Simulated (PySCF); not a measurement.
**Mo(OH)2: relaxation and vibrations of the singlet**

Aim: relax Mo(OH)2 as a singlet from a bent start, check by its vibrations whether the end is a minimum, and collect its spectrum and constants.

Computed with PySCF 2.14.0. Level: PBE0, basis Mo def2-TZVP with ECP28, O def2-TZVP, H def2-TZVP, scalar-relativistic core potentials, no spin–orbit coupling, density fitting.

## Step 1: The starting structure

5 atoms, charge 0, spin multiplicity 1.

Bond lengths: Mo1–O2 2.010 Å, Mo1–O3 2.010 Å, O2–H4 0.960 Å, O3–H5 0.960 Å. Angles: O2–Mo1–O3 110.0°, Mo1–O2–H4 130.0°, Mo1–O3–H5 130.0°.

```xyz
5
charge 0 multiplicity 1
Mo    0.0000    0.0000    0.0000
O     1.6465    0.0000    1.1529
O    -1.6465    0.0000    1.1529
H     2.1520   -0.7354    1.5068
H    -2.1520    0.7354    1.5068
```

## Step 2: The SCF at the typed geometry

The steps below are one call of a driver around PySCF. For each, scf.py gives the equivalent set-up of the SCF; relaxations use the driver's own optimiser. After this first run the driver tries any further starts and a stability analysis.

File scf.py:

```python
from pyscf import gto, scf, dft
mol = gto.M(atom='''
Mo     0.000000     0.000000     0.000000
O      1.646500     0.000000     1.152900
O     -1.646500     0.000000     1.152900
H      2.152000    -0.735400     1.506800
H     -2.152000     0.735400     1.506800''',
    basis={'Mo': 'def2-TZVP', 'O': 'def2-TZVP', 'H': 'def2-TZVP'},
    ecp={'Mo': 'def2-TZVP'},
    charge=0, spin=0)
mf = dft.RKS(mol, xc='PBE0')
mf.grids.atom_grid = (50, 194)
aux = {'Mo': 'def2-universal-JKFIT', 'O': 'def2-universal-JKFIT', 'H': 'def2-universal-JKFIT'}
mf = mf.density_fit(auxbasis=aux)
mf.conv_tol = 1e-08
mf.diis_space = 10
mf.max_cycle = 60
mf.init_guess = 'minao'
mf.verbose = 4
mf.kernel()
```

Started as:

```
$ OMP_NUM_THREADS=4 python axn.py task.json out
```

Standard output (excerpt; [...] marks lines left out):

```text
[... the frontier levels of the middle cycles are left out ...]
init E= -213.125772431884
  HOMO = -0.416960048505836  LUMO = -0.41346534992879  gap/eV = 0.09510
cycle= 1 E= -219.344287416956  delta_E= -6.22  |g|=  1.2  |ddm|=  3.7
  HOMO = -0.0685661137474082  LUMO = -0.0432445558293502  gap/eV = 0.68903
cycle= 2 E= -217.909597330483  delta_E= 1.43  |g|= 2.71  |ddm|= 2.81
  HOMO = -0.133156744996519  LUMO = -0.0948589769036232  gap/eV = 1.04214
cycle= 3 E= -219.610142489983  delta_E= -1.7  |g|= 0.322  |ddm|= 2.54
cycle= 4 E= -219.622440017724  delta_E= -0.0123  |g|= 0.266  |ddm|= 0.394
cycle= 5 E= -219.640161608535  delta_E= -0.0177  |g|= 0.062  |ddm|= 0.262
cycle= 6 E= -219.642012539488  delta_E= -0.00185  |g|= 0.0254  |ddm|= 0.11
cycle= 7 E= -219.643533166948  delta_E= -0.00152  |g|= 0.0249  |ddm|= 0.123
cycle= 8 E= -219.644905552706  delta_E= -0.00137  |g|= 0.025  |ddm|= 0.111
cycle= 9 E= -219.645483410538  delta_E= -0.000578  |g|= 0.0251  |ddm|= 0.0467
cycle= 10 E= -219.647991942153  delta_E= -0.00251  |g|= 0.024  |ddm|= 0.208
cycle= 11 E= -219.650042372105  delta_E= -0.00205  |g|= 0.0207  |ddm|= 0.189
cycle= 12 E= -219.652943265142  delta_E= -0.0029  |g|= 0.0136  |ddm|= 0.411
cycle= 13 E= -219.653212285952  delta_E= -0.000269  |g|= 0.0103  |ddm|= 0.0701
cycle= 14 E= -219.653588447571  delta_E= -0.000376  |g|= 0.00472  |ddm|= 0.122
cycle= 15 E= -219.653706492507  delta_E= -0.000118  |g|= 0.00586  |ddm|= 0.0563
cycle= 16 E= -219.653675096059  delta_E= 3.14e-05  |g|= 0.0151  |ddm|= 0.0387
cycle= 17 E= -219.653809424834  delta_E= -0.000134  |g|= 0.00308  |ddm|= 0.0577
cycle= 18 E= -219.653826570871  delta_E= -1.71e-05  |g|= 0.00187  |ddm|= 0.0256
cycle= 19 E= -219.653833962481  delta_E= -7.39e-06  |g|= 0.00056  |ddm|= 0.0225
cycle= 20 E= -219.653834341239  delta_E= -3.79e-07  |g|= 0.00114  |ddm|= 0.00602
cycle= 21 E= -219.653835216754  delta_E= -8.76e-07  |g|= 9.13e-05  |ddm|= 0.00744
cycle= 22 E= -219.653835229352  delta_E= -1.26e-08  |g|= 4.82e-05  |ddm|= 0.00152
cycle= 23 E= -219.653835230591  delta_E= -1.24e-09  |g|= 1.16e-05  |ddm|= 0.000264
  HOMO = -0.19463517492545  LUMO = -0.102508899658383  gap/eV = 2.50688
Extra cycle  E= -219.653835230717  delta_E= -1.26e-10  |g|= 1.08e-05  |ddm|= 3.7e-05
converged SCF energy = -219.653835230717
```

This step, with its further starts and checks, took 9.1 s on 4 threads of Arm Neoverse V2, shared host.

The starts that the driver tried:

| start | energy (Eh) |
| --- | --- |
| the minimal-basis guess | -219.653835 |
| a thermally smeared density | -219.653835 |
| a smeared PBE density | -219.653835 |

No lower closed-shell solution turned up from the other starts or in the test of internal stability.

## Step 3: Relaxing the singlet from the bent start

The program finds C2 symmetry in the start, which this walk keeps. Threshold on the gradient: 0.0003 Eh/bohr, with a further test on the energy change.

scf.py: that of step 2 with these lines changed.

```diff
@@ -3,5 +3,5 @@
-Mo     0.000000     0.000000     0.000000
-O      1.646500     0.000000     1.152900
-O     -1.646500     0.000000     1.152900
-H      2.152000    -0.735400     1.506800
-H     -2.152000     0.735400     1.506800''',
+Mo     0.000000     0.000000    -0.302615
+O      1.646500    -0.000000     0.850285
+O     -1.646500     0.000000     0.850285
+H      2.152000    -0.735400     1.204185
+H     -2.152000     0.735400     1.204185''',
@@ -18 +17,0 @@
-mf.init_guess = 'minao'
```

Energy and gradient, step by step:

| step | energy (Eh) | change (kJ/mol) | largest symmetric gradient (Eh/bohr) |
| --- | --- | --- | --- |
| 0 | -219.653835 | 0.00 | 0.09201 |
| 1 | -219.682112 | -74.24 | 0.04517 |
| 2 | -219.686986 | -87.04 | 0.02349 |
| 3 | -219.691172 | -98.03 | 0.01554 |
| 4 | -219.691952 | -100.07 | 0.01510 |
| 5 | -219.694461 | -106.66 | 0.01222 |
| 6 | -219.695861 | -110.34 | 0.02520 |
| 7 | -219.698610 | -117.56 | 0.01516 |
| 8 | -219.700659 | -122.93 | 0.01066 |
| 9 | -219.701682 | -125.62 | 0.01451 |
| 10 | -219.703412 | -130.16 | 0.00515 |
| 11 | -219.703999 | -131.70 | 0.00690 |
| 12 | -219.704268 | -132.41 | 0.00167 |
| 13 | -219.704313 | -132.53 | 0.00166 |
| 14 | -219.704328 | -132.57 | 0.00059 |
| 15 | -219.704350 | -132.63 | 0.00109 |
| 16 | -219.704393 | -132.74 | 0.00159 |
| 17 | -219.704407 | -132.78 | 0.00144 |
| 18 | -219.704418 | -132.80 | 0.00040 |
| 19 | -219.704420 | -132.81 | 0.00006 |

The walk took 31 s.

Geometry (Å) and forces (eV/Å) at some steps:

```
step 0
Mo   0.000   0.000  -0.303   0.000   0.000   4.731
O    1.647   0.000   0.850  -2.130   0.348  -2.363
O   -1.647   0.000   0.850   2.130  -0.348  -2.363
H    2.152  -0.735   1.204  -0.336  -0.151  -0.003
H   -2.152   0.735   1.204   0.336   0.151  -0.003
step 1
Mo   0.000   0.000  -0.185  -0.001   0.000   2.323
O    1.640   0.014   0.768  -0.720  -0.619  -0.811
O   -1.640  -0.014   0.768   0.720   0.619  -0.811
H    2.087  -0.724   1.228  -0.503   0.659  -0.350
H   -2.087   0.724   1.228   0.503  -0.659  -0.350
step 10
Mo   0.000   0.000   0.262  -0.001   0.000  -0.066
O    1.761  -0.292   0.611   0.144  -0.265   0.159
O   -1.761   0.292   0.611  -0.144   0.265   0.159
H    2.484  -0.605   1.161  -0.143   0.206  -0.126
H   -2.484   0.605   1.161   0.144  -0.206  -0.126
step 19
Mo   0.000   0.000   0.226   0.000   0.000   0.003
O    1.738  -0.379   0.600  -0.002   0.000  -0.003
O   -1.738   0.379   0.600   0.002   0.000  -0.003
H    2.473  -0.540   1.190  -0.001   0.000   0.001
H   -2.473   0.540   1.190   0.001   0.000   0.001
```

End point (C2v, 19 steps, 132.8 kJ/mol gained): Mo–O 1.818 Å (×2), O–H 0.957 Å (×2); H–O–Mo 153.8° (×2), O–Mo–O 156.2°.

## Step 4: Is it a minimum? Harmonic modes

On the finer grid the gradient is checked again; gradients at displacements of ±0.02 bohr then give force constants and infrared intensities.

scf.py: that of step 3 with these lines changed.

```diff
@@ -3,5 +3,5 @@
-Mo     0.000000     0.000000    -0.302615
-O      1.646500    -0.000000     0.850285
-O     -1.646500     0.000000     0.850285
-H      2.152000    -0.735400     1.204185
-H     -2.152000     0.735400     1.204185''',
+Mo     0.000000    -0.000000    -0.105377
+O      1.737628    -0.379142     0.268649
+O     -1.737628     0.379142     0.268649
+H      2.473176    -0.539635     0.859028
+H     -2.473176     0.539635     0.859028''',
@@ -12 +12 @@
-mf.grids.atom_grid = (50, 194)
+mf.grids.atom_grid = (75, 302)
@@ -15 +15 @@
-mf.conv_tol = 1e-08
+mf.conv_tol = 1e-10
```

The driver hands on the density of the step before, so the log starts near convergence.

Log of the central SCF (cycles and frontier levels):

```text
init E= -219.704433967924
  HOMO = -0.189449627187951  LUMO = -0.104331290273599  gap/eV = 2.31619
cycle= 1 E= -219.704433967921  delta_E= 2.39e-12  |g|= 5.59e-06  |ddm|= 1.08e-05
  HOMO = -0.189451214563007  LUMO = -0.10433367440428  gap/eV = 2.31617
Extra cycle  E= -219.704433967898  delta_E= 2.29e-11  |g|= 1.15e-05  |ddm|= 1.69e-05
converged SCF energy = -219.704433967898
```

The whole step took 72 s.

Geometry: C2v; Mo–O 1.817 Å (×2), O–H 0.957 Å (×2); H–O–Mo 153.8° (×2), O–Mo–O 156.2°.

Harmonic modes (main isotopes):

| symmetry | ω (cm⁻¹) | IR (km/mol) |
| --- | --- | --- |
| a1 | 117 | 16.5 |
| a2 | 462 | 0.0 |
| b2 | 529 | 110 |
| a1 | 570 | 53.2 |
| b1 | 622 | 98.8 |
| a1 | 766 | 20.4 |
| b2 | 786 | 189 |
| b2 | 3921 | 426 |
| a1 | 3926 | 107 |

No imaginary mode, so this is a minimum.

Properties at this point:

```
Dipole moment                                                   : 1.89 D
Highest occupied level                                          : -5.16 eV
Lowest empty level                                              : -2.84 eV
Rotational constants                                            : 3.452, 0.1477, 0.1417 cm⁻¹
Zero-point energy                                               : 70.0 kJ/mol
Principal polarisabilities                                      : 63.4, 63.4, 66.1 bohr³
Atomisation energy without zero-point energy                    : 1472 kJ/mol
Principal traceless quadrupole moments about the centre of mass : -7.78, -2.73, 10.51 D Å
Entropy at 298.15 K and 1 bar                                   : 283.2 J/(mol K)
Heat capacity Cp at 298.15 K                                    : 66.4 J/(mol K)
Enthalpy at 298.15 K above 0 K                                  : 14.27 kJ/mol
Rotational symmetry number                                      : 2
```

Charges (e) and bond orders:

| atom | Mulliken | Löwdin | polar tensor | Mayer order to Mo1 |
| --- | --- | --- | --- | --- |
| Mo1 | 0.70 | 0.29 | 0.73 | – |
| O2,3 | -0.70 | -0.32 | -0.68 | 1.11 |
| H4,5 | 0.36 | 0.17 | 0.32 | 0.01 |

Outer orbital energies (eV). occupied: -16.16, -13.92, -11.10, -11.00, -10.13, -10.06, -5.85, -5.16; empty: -2.84, -1.53, -1.28, 0.15.

Mulliken populations on Mo1 (outside its core potential): s 3.19, p 6.12, d 3.95, f 0.04.

## Step 5: The broken-symmetry singlet

A stability analysis found the closed shell of the lowest minimum unstable towards spin polarisation, so the unrestricted solution is followed.

The program finds C2v symmetry in the start, which may break. Threshold on the gradient: 0.0003 Eh/bohr, with a further test on the energy change.

scf.py: that of step 4 with these lines changed.

```diff
@@ -3,5 +3,5 @@
-Mo     0.000000    -0.000000    -0.105377
-O      1.737628    -0.379142     0.268649
-O     -1.737628     0.379142     0.268649
-H      2.473176    -0.539635     0.859028
-H     -2.473176     0.539635     0.859028''',
+Mo     0.000000     0.000000    -0.105442
+O      1.737628    -0.379142     0.268584
+O     -1.737628     0.379142     0.268584
+H      2.473176    -0.539635     0.858963
+H     -2.473176     0.539635     0.858963''',
@@ -11,2 +11,2 @@
-mf = dft.RKS(mol, xc='PBE0')
-mf.grids.atom_grid = (75, 302)
+mf = dft.UKS(mol, xc='PBE0')
+mf.grids.atom_grid = (50, 194)
@@ -15 +15 @@
-mf.conv_tol = 1e-10
+mf.conv_tol = 1e-08
```

The optimiser's trace:

| step | energy (Eh) | change (kJ/mol) | largest gradient (Eh/bohr) |
| --- | --- | --- | --- |
| 0 | -219.731468 | 0.00 | 0.00136 |
| 1 | -219.731486 | -0.05 | 0.00111 |
| 2 | -219.731498 | -0.08 | 0.00033 |
| 3 | -219.731476 | -0.02 | 0.00130 |
| 4 | -219.731491 | -0.06 | 0.00056 |
| 5 | -219.731497 | -0.08 | 0.00042 |
| 6 | -219.731501 | -0.09 | 0.00018 |
| 7 | -219.731502 | -0.09 | 0.00015 |

The walk took 22 s.

Positions (Å) and forces (eV/Å) along the way:

```
step 0
Mo   0.000   0.000  -0.105   0.000   0.000   0.065
O    1.738  -0.379   0.269   0.070  -0.015  -0.036
O   -1.738   0.379   0.269  -0.070   0.015  -0.035
H    2.473  -0.540   0.859  -0.014   0.003   0.003
H   -2.473   0.540   0.859   0.013  -0.003   0.003
step 1
Mo   0.000   0.000  -0.101   0.000   0.000   0.057
O    1.740  -0.379   0.268   0.013  -0.003  -0.035
O   -1.740   0.379   0.268  -0.012   0.003  -0.034
H    2.476  -0.540   0.858  -0.001   0.001   0.006
H   -2.476   0.540   0.858   0.001  -0.001   0.006
step 4
Mo   0.000   0.002  -0.087  -0.004  -0.020  -0.014
O    1.746  -0.375   0.266  -0.015   0.004   0.020
O   -1.746   0.372   0.266   0.020   0.029   0.021
H    2.482  -0.546   0.853   0.004   0.004  -0.013
H   -2.481   0.547   0.853  -0.005  -0.017  -0.014
step 7
Mo   0.000   0.000  -0.087   0.000  -0.001  -0.003
O    1.744  -0.380   0.267  -0.006   0.001   0.007
O   -1.744   0.380   0.267   0.006   0.000   0.008
H    2.484  -0.542   0.851   0.005   0.000  -0.006
H   -2.484   0.542   0.851  -0.005   0.000  -0.006
```

After 7 steps and 0.1 kJ/mol it ends at C2v: Mo–O 1.819 Å (×2), O–H 0.957 Å (×2); H–O–Mo 153.6° (×2), O–Mo–O 157.6°.

## Step 6: Frequencies

The point was taken to the finer grid, but the Hessian ran out of time, so its nature is unknown.

## Step 7: Summary of results

```
                            quantity                                                                                       value
                             minimum                             singlet, C2v (closed shell, unstable towards spin polarisation)
                            geometry                      Mo–O 1.817 Å (×2), O–H 0.957 Å (×2); H–O–Mo 153.8° (×2), O–Mo–O 156.2°
                  wavenumbers (cm⁻¹)  117 (a1), 462 (a2), 529 (b2), 570 (a1), 622 (b1), 766 (a1), 786 (b2), 3921 (b2), 3926 (a1)
                       dipole moment                                                                                      1.89 D
highest occupied, lowest empty level                                                                             -5.16, -2.84 eV
          polar-tensor charge of Mo1                                                                                     +0.73 e
                   zero-point energy                                                                                 70.0 kJ/mol
```

In words: The bent start (C2) ends in a minimum of C2v symmetry. In the infrared the band at 3921 cm⁻¹ (b2) leads. Other starts or spin states, not run here, may lie lower. The closed shell proved unstable towards spin polarisation, so a lower open-shell solution exists.

The search up to here took 3.5 min on 4 threads of Arm Neoverse V2, shared host.
